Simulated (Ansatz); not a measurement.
AlTe, harmonic frequencies at the relaxed geometry

Computed with Ansatz 0.2.0 through its Python package.

`run_freq.py`
```python
import itertools
import logging
import sys

import ansatz as az
from ase import Atoms
from ase.data import atomic_numbers, covalent_radii
import numpy as np

logging.basicConfig(stream=sys.stdout, format='[%(levelname)s] %(message)s')
log = logging.getLogger('ansatz_job')
log.setLevel(logging.INFO)

atoms = Atoms(['Al', 'Te'], positions=[
    (0.0, 0.0, 0.0),
    (0.0, 0.0, 2.515),
])
molecule = az.Crystal.molecule_from_ase(atoms)

base = molecule.calculation().basis(gaussian='def2-TZVP').functional('hf').spin('collinear', total=1)
symbols = [site.symbol for site in molecule.cartesian_sites]
start = np.array([site.position_ang for site in molecule.cartesian_sites], dtype=float)
rep = base.relax(force_tolerance=0.003, max_steps=100).run(threads=1).report
end = np.array(rep['positions_ang'])

radius = [covalent_radii[atomic_numbers[s]] for s in symbols]
span = lambda where, i, j: np.linalg.norm(where[i] - where[j])
bonded = [(i, j) for i, j in itertools.combinations(range(len(symbols)), 2) if min(span(start, i, j), span(end, i, j)) < 1.2 * (radius[i] + radius[j])]
log.info('pair        before    after (A)')
for i, j in bonded:
    print(f'{symbols[i]}{i}-{symbols[j]}{j}'.ljust(10), f'{span(start, i, j):8.4f} {span(end, i, j):8.4f}')

minimum = az.Crystal.molecule()
for symbol, place in zip(symbols, end):
    minimum = minimum.atom(symbol, place.tolist())
vibrating = (
    minimum.calculation()
    .basis(gaussian='def2-TZVP')
    .functional('hf')
    .spin('collinear', total=1)
    .phonons(temperatures=(200, 600, 100))
)
vib = vibrating.run(threads=1).report['vibrations']
sums = vib['harmonic_sums']
modes = [m['omega_inv_cm'] for m in sums['modes_at_gamma'] if m['rigid_motion'] == 'no']
for number, w in enumerate(modes, start=1):
    log.info(f'mode {number:2d} {w:9.1f} 1/cm {w / 8065.544 * 1000:8.2f} meV')
print('imaginary modes:', sum(w < 0 for w in modes), ' zero-point energy:', round(sums['zero_point_energy_ev'], 4), 'eV')
```

```console
$ python run_freq.py
[INFO] pair        before    after (A)
Al0-Te1      2.5150   2.6483
[INFO] mode  1     270.2 1/cm    33.50 meV
imaginary modes: 0  zero-point energy: 0.0168 eV
```

The frequencies are harmonic and unscaled, in a modest basis. The result belongs to the one conformer reached from this start, and soft torsions count as harmonic oscillators. def2 sets replace the cores of elements past krypton by effective core potentials. The species is open-shell (spin multiplicity 2). The expectation value of S² is noticeably off S(S+1) in at least one run, so that state is spin-contaminated. The spin state was assumed, and another may lie lower. The whole script took 72 s on 1 thread of Arm Neoverse V1, on a shared host, peak memory 0.26 GiB.

(Lines on the test bed's own set-up are left out of the output.)
